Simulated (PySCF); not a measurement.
**The bond of SnH+, level by level**

One table from this session's results is given with a row withheld; the runs are named, their logs left out.

Computed with PySCF 2.14.0. Level: Sn def2-TZVPPD with ECP28, H def2-TZVPPD, scalar-relativistic core potentials.

The first run:

Settings of the job:

* atoms: Sn, H
* charge: 1
* basis: Sn def2-TZVPPD with ECP28, H def2-TZVPPD
* Hamiltonian: scalar-relativistic core potentials
* basis functions: 73
* electrons treated: 22
* masses in u: 119.9022, 1.0078
* levels: PBE0, PBE, r²SCAN, PBEsol, MN15, LDA, M06, TPSSh, LC-ωPBE, HF, MP2, SCS-MP2, CCSD, CCSD(T)
* grid: 80 radial by 434 angular points
* occupations: held fixed by the projection of orbital angular momentum
* dissociation limit: Sn+ + H, each in its ground configuration
* starting distance in angstrom: 1.770
* values of 2S to try: 0, 2

On the command line:

```console
$ OMP_NUM_THREADS=1 python dia.py task.json out
```

Steps of the session up to this table: Set-up; The PBE0 curve of the state that the search chose; Excited determinants; PBE (GGA); r²SCAN (meta-GGA); PBEsol; MN15; LDA (local density); M06 (hybrid meta-GGA); TPSSh; LC-ωPBE; RHF (mean field); MP2 and coupled cluster.

One table of the session follows, with a row left open; its other results are not shown here.

Energy (eV) from each level's lowest point:

| R (Å) | RHF | RHF-MP2 | RHF-SCS-MP2 | RHF-CCSD | RHF-CCSD(T) |
| --- | --- | --- | --- | --- | --- |
| 1.515 | 0.488 | 0.432 | 0.446 | n/a | n/a |
| 1.586 | 0.210 | 0.177 | 0.187 | 0.199 | 0.203 |
| 1.656 | 0.057 | 0.041 | 0.046 | 0.055 | 0.057 |
| 1.709 | ? | ? | ? | ? | ? |
| 1.762 | 0.000 | 0.001 | 0.000 | 0.000 | 0.000 |
| 1.815 | 0.030 | 0.035 | 0.032 | 0.027 | 0.025 |
| 1.885 | 0.114 | 0.123 | 0.116 | 0.103 | 0.098 |
| 1.973 | 0.274 | 0.283 | 0.272 | 0.247 | 0.237 |
| 2.079 | 0.523 | 0.525 | 0.509 | 0.466 | 0.450 |
| 2.220 | 0.912 | 0.894 | 0.871 | n/a | n/a |

Estimate the missing values for R (Å) = 1.709.

Worked estimate for «RHF». A straight line through the neighbours (1.656, 0.057) and (1.762, 0.000) gives 0.057 + (0.000 − 0.057) × (1.709 − 1.656) / (1.762 − 1.656) = 0.028; a parabola fitted to 4 rows on both sides gives 0.005.

As computed: RHF: 0.007; RHF-MP2: 0.000; RHF-SCS-MP2: 0.002; RHF-CCSD: 0.007; RHF-CCSD(T): 0.008. In «RHF» the line misses by +0.021 and the parabola by -0.002.
